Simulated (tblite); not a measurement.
# C4H8F2O2Si: the cost of one run

Computed with tblite 0.8.0 and PySCF 2.14.0, with density-fitted response routines of our own, on a single molecule in the gas phase. Atoms count from 0, in the outputs and in this text.

## 1. Starting geometry

17 atoms, charge 0, multiplicity 1; geometry from: force field or distance geometry start.

Bonds of the start (Å): C0–C1 1.32, C1–O2 1.42, O2–Si3 1.74, C1–O4 1.41, O4–C5 1.43, C5–F6 1.38, C5–C7 1.51, C7–F8 1.37, C0–H9 1.09, C0–H10 1.08, Si3–H11 1.47, Si3–H12 1.45, Si3–H13 1.48, C5–H14 1.11, C7–H15 1.13, C7–H16 1.11.

## 2. Relaxing the molecule with GFN2-xTB

Job settings and geometry (Å):

```
{"job": {"kind": "relax", "xc": "GFN2-xTB", "basis": "xTB"}, "charge": 0, "multiplicity": 1}
C      0.508300     0.299000    -1.089800
C      0.426500     0.595400     0.196200
O      1.516200     0.382700     1.079100
Si     2.991100    -0.287400     0.452800
O     -0.742200     1.121900     0.780800
C     -2.002200     0.741000     0.234500
F     -3.022800     1.372500     0.920100
C     -2.148500    -0.757000     0.250100
F     -3.361300    -1.115100    -0.271200
H      1.427500    -0.115400    -1.499600
H     -0.314900     0.448200    -1.777200
H      2.694400    -1.707200     0.197100
H      3.281000     0.399100    -0.792600
H      4.089000    -0.184400     1.437700
H     -2.008700     1.091300    -0.819800
H     -2.032300    -1.083600     1.323300
H     -1.308200    -1.189200    -0.332400
```

Command:

```console
$ OMP_NUM_THREADS=1 python probes_run.py task.json out
```

This one command runs all jobs of the session in turn.

**Question.** How long does this first job take on 1 thread of Arm Neoverse N1, shared host?

About 3.3 s.
